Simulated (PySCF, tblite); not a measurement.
# CH₆NSi₄ radical: geometry, infrared bands and EPR parameters

Aim: predict the infrared bands and EPR parameters of CH₆NSi₄ radical (`N#C[Si]1[SiH2][SiH2][SiH2]1`).

Programs: tblite 0.8.0 and PySCF 2.14.0, with density-fitted response routines of our own. Each step states its level of theory. These are calculated values for one molecule in the gas phase, unless marked as measured. Atoms count from 0, in the outputs and in this text.

**1. The starting structure**

12 atoms, charge 0, multiplicity 2; geometry from: force field or distance geometry start.

Bonds of the start (Å): N0–C1 1.17, C1–Si2 1.84, Si2–Si3 2.31, Si3–Si4 2.30, Si4–Si5 2.28, Si5–Si2 2.30, Si3–H6 1.49, Si3–H7 1.47, Si4–H8 1.48, Si4–H9 1.48, Si5–H10 1.49, Si5–H11 1.49.

**2. Geometry optimisation with GFN2-xTB**

What the job is given:

```
{"job": {"kind": "relax", "xc": "GFN2-xTB", "basis": "xTB"}, "charge": 0, "multiplicity": 2}
N      3.161700     0.885500     1.373100
C      2.438700     0.694300     0.468900
Si     1.318500     0.368800    -0.956200
Si    -0.689000     1.442000    -0.553700
Si    -1.294800    -0.369300     0.724600
Si     0.159300    -1.580900    -0.554800
H     -0.548800     2.722200     0.186800
H     -1.473100     1.573700    -1.794500
H     -2.714200    -0.773500     0.569700
H     -0.865600    -0.249800     2.139300
H     -0.443700    -2.105500    -1.809000
H      0.952300    -2.608300     0.179800
```

Command:

```console
OMP_NUM_THREADS=1 python probes_run.py task.json out
```

This one command runs all jobs of the session in turn.

What it wrote:

```text
step      E/eV     max force
  0    -404.40330    2.464
  1    -404.36208    6.715
  2    -404.53071    0.443
  3    -404.54792    0.486
  4    -404.63371    0.606
  5    -404.67216    0.587
  6    -404.69923    0.608
  7    -404.71586    0.442
  8    -404.72744    0.258
  9    -404.73287    0.217
 10    -404.73685    0.138
 11    -404.73918    0.144
 12    -404.74180    0.173
 13    -404.74496    0.158
 14    -404.74786    0.161
 15    -404.74955    0.094
 16    -404.75037    0.068
 17    -404.75091    0.062
 18    -404.75168    0.114
 19    -404.75288    0.148
 20    -404.75440    0.134
 21    -404.75591    0.114
 22    -404.75752    0.131
 23    -404.75962    0.146
 24    -404.76217    0.195
 25    -404.76469    0.164
 26    -404.76648    0.109
 27    -404.76758    0.137
 28    -404.76891    0.147
 29    -404.77160    0.205
 30    -404.77630    0.255
 31    -404.78157    0.211
 32    -404.78449    0.129
 33    -404.78603    0.093
 34    -404.78730    0.111
 35    -404.78928    0.176
 36    -404.79267    0.252
 37    -404.79761    0.284
 38    -404.80319    0.226
 39    -404.80850    0.179
 40    -404.81306    0.179
 41    -404.81350    0.382
 42    -404.81778    0.117
 43    -404.81887    0.076
 44    -404.82009    0.112
 45    -404.82076    0.084
 46    -404.82250    0.143
 47    -404.82401    0.088
 48    -404.82544    0.089
 49    -404.82652    0.088
 50    -404.82745    0.098
 51    -404.82857    0.094
 52    -404.82977    0.095
 53    -404.83097    0.109
 54    -404.83248    0.130
 55    -404.83457    0.148
 56    -404.83587    0.181
 57    -404.83796    0.103
 58    -404.83930    0.091
 59    -404.84053    0.126
 60    -404.84096    0.156
 61    -404.84128    0.056
 62    -404.84161    0.069
 63    -404.84199    0.089
 64    -404.84232    0.051
 65    -404.84254    0.035
 66    -404.84271    0.082
 67    -404.84288    0.096
 68    -404.84306    0.079
 69    -404.84328    0.036
 70    -404.84352    0.057
 71    -404.84375    0.108
 72    -404.84392    0.118
 73    -404.84407    0.103
 74    -404.84427    0.076
 75    -404.84454    0.057
 76    -404.84487    0.050
 77    -404.84520    0.048
 78    -404.84549    0.055
 79    -404.84574    0.059
 80    -404.84594    0.050
 81    -404.84610    0.037
 82    -404.84629    0.037
 83    -404.84658    0.053
 84    -404.84699    0.072
 85    -404.84737    0.055
 86    -404.84739    0.155
 87    -404.84755    0.023
 88    -404.84757    0.010
 89    -404.84758    0.006
```

It took 0.76 s on 1 thread of Arm Neoverse V1, shared host.

Step by step: (not every step is listed) (the energy doesn't fall at every step)

| step | energy from step 0 (eV) | largest force (eV/Å) |
| --- | --- | --- |
| 0 | 0.0000 | 2.4643 |
| 1 | 0.0412 | 6.7147 |
| 2 | -0.1274 | 0.4434 |
| 3 | -0.1446 | 0.4863 |
| 4 | -0.2304 | 0.6057 |
| 5 | -0.2689 | 0.5866 |
| 6 | -0.2959 | 0.6082 |
| 7 | -0.3126 | 0.4419 |
| 8 | -0.3241 | 0.2580 |
| 15 | -0.3462 | 0.0939 |
| 22 | -0.3542 | 0.1315 |
| 29 | -0.3683 | 0.2048 |
| 36 | -0.3894 | 0.2516 |
| 43 | -0.4156 | 0.0760 |
| 50 | -0.4241 | 0.0985 |
| 57 | -0.4347 | 0.1032 |
| 64 | -0.4390 | 0.0505 |
| 71 | -0.4404 | 0.1084 |
| 78 | -0.4422 | 0.0552 |
| 84 | -0.4437 | 0.0717 |
| 85 | -0.4441 | 0.0553 |
| 86 | -0.4441 | 0.1551 |
| 87 | -0.4443 | 0.0226 |
| 88 | -0.4443 | 0.0101 |
| 89 | -0.4443 | 0.0062 |

Close pairs (by a distance rule), those that changed most:

| bond | before (Å) | after (Å) | change (Å) |
| --- | --- | --- | --- |
| Si4–Si5 | 2.285 | 2.349 | +0.065 |
| Si2–Si5 | 2.304 | 2.357 | +0.053 |
| Si3–Si4 | 2.298 | 2.349 | +0.051 |
| Si2–Si3 | 2.312 | 2.357 | +0.045 |
| Si5–H11 | 1.491 | 1.467 | -0.024 |
| N0–C1 | 1.173 | 1.154 | -0.019 |
| Si3–H6 | 1.486 | 1.467 | -0.018 |
| Si4–H9 | 1.483 | 1.465 | -0.018 |

The next job starts from the end point, and lists it.

**3. Vibrational analysis with GFN2-xTB**

What the job is given:

```
{"job": {"kind": "ir", "xc": "GFN2-xTB", "basis": "xTB"}, "charge": 0, "multiplicity": 2}
N      3.896784     1.099012     0.207349
C      2.842365     0.801193    -0.154911
Si     1.194976     0.339253    -0.855164
Si    -0.683953     1.585183    -0.169040
Si    -1.655368    -0.467330     0.432988
Si     0.245020    -1.707641    -0.175463
H     -0.582231     2.602955     0.882675
H     -1.302294     2.303471    -1.293597
H     -2.871045    -0.806329    -0.313124
H     -2.039056    -0.580176     1.842549
H      0.092309    -2.641277    -1.301256
H      0.863690    -2.529000     0.870968
```

What it wrote:

```text
mode    cm-1     km/mol
  1      29.5      2.65
  2      65.2      9.05
  3      91.2      1.42
  4     216.4      0.77
  5     273.2      5.12
  6     274.3      3.36
  7     288.9     49.26
  8     297.6      1.46
  9     345.9      7.05
 10     357.2     18.68
 11     370.2      0.13
 12     380.5      0.28
 13     402.1      4.20
 14     422.7      4.27
 15     442.2      6.43
 16     467.9     27.23
 17     486.5      4.43
 18     584.5    222.01
 19     599.8    474.42
 20     660.6      5.91
 21     815.3    214.89
 22     830.3    519.52
 23     850.2     76.04
 24    2157.6    160.38
 25    2158.8    227.81
 26    2186.8     62.37
 27    2191.2    304.67
 28    2204.7    497.91
 29    2212.4    418.98
 30    2230.3    452.73
```

It took 0.52 s on 1 thread of Arm Neoverse V1, shared host.

Which atoms move in the most intense modes:

| cm⁻¹ | km/mol | atoms |
| --- | --- | --- |
| 584 | 222.0 | H9 37 %, H8 29 % |
| 600 | 474.4 | H7 28 %, H10 27 %, H6 15 %, H11 15 % |
| 830 | 519.5 | H7 25 %, H6 24 %, H10 23 %, H11 22 % |
| 2159 | 227.8 | H10 81 % |
| 2191 | 304.7 | H11 47 %, H6 41 % |
| 2205 | 497.9 | H8 62 %, H11 16 %, H6 16 % |
| 2212 | 419.0 | H9 91 % |
| 2230 | 452.7 | C1 55 %, N0 42 % |

**4. EPR parameters: B3LYP/pcH-1**

The job, as its differences from that of step 3:

```diff
@@ -1,2 +1,2 @@
-{"job": {"kind": "ir", "xc": "GFN2-xTB", "basis": "xTB"}, "charge": 0, "multiplicity": 2}
+{"job": {"kind": "epr", "basis": "pcH-1"}, "charge": 0, "multiplicity": 2}
 N      3.896784     1.099012     0.207349
```

Method: UKS B3LYP, pcH-1 on C H N Si, non-relativistic, mean-field spin-orbit, GIAO.

What it wrote:

```text
UKS, coarse grid
  cycle   1  E = -1254.38320847  |g| = 3.36e-01
  cycle   2  E = -1254.17667916  |g| = 7.07e-01
  cycle   3  E = -1254.43037088  |g| = 1.27e-01
  cycle   4  E = -1254.43598536  |g| = 4.27e-02
  cycle   5  E = -1254.43698935  |g| = 8.99e-03
  cycle   6  E = -1254.43705166  |g| = 2.21e-03
  cycle   7  E = -1254.43705714  |g| = 1.26e-03
  cycle   8  E = -1254.43706100  |g| = 4.39e-04
UKS, final grid
  cycle   1  E = -1254.43709474  |g| = 4.19e-04
  cycle   2  E = -1254.43709470  |g| = 6.91e-04
  cycle   3  E = -1254.43709495  |g| = 2.41e-04
  cycle   4  E = -1254.43709499  |g| = 1.04e-04
  cycle   5  E = -1254.43709502  |g| = 2.58e-05
  cycle   6  E = -1254.43709503  |g| = 6.02e-06
E = -1254.43709503 Eh   <S^2> = 0.7552 (exact 0.7500)
g shifts (ppm)      1          2          3
  rmc          -142       -142       -142
  gc             -4         45         49
  oz_so         746       1716       4805
  total         601       1619       4713
hyperfine (MHz)  atom isotope    a_iso     a_fc   dipolar eigenvalues
    0   14N       3.18       3.21     -6.49     -5.08     11.57
    1   13C     -10.34     -10.35     -7.77     -0.43      8.19
    2  29Si    -338.60    -339.50   -159.00     78.63     80.36
    3  29Si      -8.28      -8.26    -11.12      5.04      6.08
    4  29Si     -41.39     -41.39     -4.83      1.82      3.01
    5  29Si      -8.21      -8.19    -11.08      5.02      6.06
    6    1H      29.63      29.63     -2.07     -0.37      2.44
    7    1H      15.98      15.98     -1.99     -1.36      3.34
    8    1H      35.74      35.74     -1.11     -0.25      1.35
    9    1H      -0.30      -0.31     -0.92     -0.53      1.45
   10    1H      16.08      16.08     -1.98     -1.35      3.34
   11    1H      29.71      29.71     -2.07     -0.37      2.43
```

Run time: 82 s. Hardware: 1 thread of Arm Neoverse V1, shared host; peak memory 0.84 GiB.

Principal g values 2.00292, 2.00394, 2.00703; g(iso) = 2.00463, against 2.00232 for a free electron.

Mean a(iso) over the nuclei that a row names, and the largest dipolar term of the row (other rows stand at the frozen geometry):

| nuclei | isotope | a(iso) (MHz) | a(iso) (G, at g = 2.0023) | largest dipolar term (MHz) |
| --- | --- | --- | --- | --- |
| Si2 | 29Si | -338.6 | -120.8 | -159.0 |
| Si4 | 29Si | -41.4 | -14.8 | -4.8 |
| H6, H7, H10, H11 | 1H | 22.9 | 8.2 | 3.3 |
| H8, H9 | 1H | 17.7 | 6.3 | 1.5 |
| C1 | 13C | -10.3 | -3.7 | 8.2 |
| Si3, Si5 | 29Si | -8.2 | -2.9 | -11.1 |
| N0 | 14N | 3.2 | 1.1 | 11.6 |

Mulliken spin populations:

| atom | value (e) |
| --- | --- |
| N0 | 0.14 |
| C1 | -0.09 |
| Si2 | 0.85 |
| Si3 | 0.01 |
| Si4 | 0.01 |
| Si5 | 0.01 |
| H6 | 0.01 |
| H7 | 0.01 |
| H8 | 0.02 |
| H9 | 0.00 |
| H10 | 0.01 |
| H11 | 0.02 |

In first order the couplings over 0.8 MHz of 1H, 14N give 45 distinct lines over 47.5 G, if the averaged nuclei exchange fast; the same motion can average rows kept apart here too.

Orbitals, density, ELF and potential are computed afterwards from the orbital file.

ELF in a plane through or near 4 of the atoms.

Ten even steps from ' ' (0.00) to '@' (0.98):
```
                                                        
                                                        
                                                        
                        ..::..                          
                      ..++##**::..                      
                      ::++**==::::::                    
            ..      ..====::%%  ++++::                  
      ..------==--..::##%%..----@@%%==::....            
    ..==**********++--##@@**==@@@@**==**##++::          
    ==##%%**%%::::@@==::++==::##..++..@@@@@@++          
    ==##%%**%%..--@@==::++==::##..++..@@@@@@++          
    ..==**********++--##@@**==@@@@**==**##++::          
      ..------==--..::##%%..====@@@@==::....            
            ..      ..====..##  ++++::                  
                      ::++**==::::::                    
                      ..++##**::..                      
                        ..::..                          
                                                        
                                                        
                                                        
```
The map spans 13.2 Å across and 10.5 Å up, centred on the molecule. Atoms in the plane (x, y in Å): C1 (-3.0, 0.0), Si3 (0.2, 1.7), Si4 (1.7, 0.0), Si5 (0.2, -1.7).

On the surface of density 0.002 e/bohr³ the electrostatic potential runs, from the 1st to the 99th percentile, from -1.71 V near N0 to 1.76 V near Si4.

The spin density lies nearest to Si2 62 %; N0 11 %; C1 7 % (both signs).

**5. Results**

| quantity | value |
| --- | --- |
| strongest single infrared mode (GFN2-xTB) | 830 cm⁻¹, 520 km/mol |
| zero-point energy (GFN2-xTB) | 35.6 kcal/mol |
| g(iso) (B3LYP) | 2.00463 |
| ⟨S²⟩ | 0.755 (exact 0.75) |
| largest a(iso) (averaged by class) | 29Si on Si2, -338.6 MHz |
| potential on the surface of density 0.002 e/bohr³, 1st and 99th percentile | -1.71 V and 1.76 V |

In words: The optimisation took 89 steps and gained 0.444 eV; among the close pairs (by a distance rule), Si4–Si5 changed most, from 2.285 to 2.349 Å. All 30 modes are real, so the xTB geometry is a minimum. The strongest single mode, at 830 cm⁻¹, has its largest shares on H7, H6, H10 and H11 (the list is cut at 4 atoms). Unscaled tight-binding wavenumbers are off by several per cent, some by more. Its intensities can rank the bands wrongly. Si2 carries the largest spin population, 0.85 e. The isotropic g lies 2.3 ppt above the free-electron value. The conformer search found further structures of the same energy, which may be mirror or relabelled copies of this one.
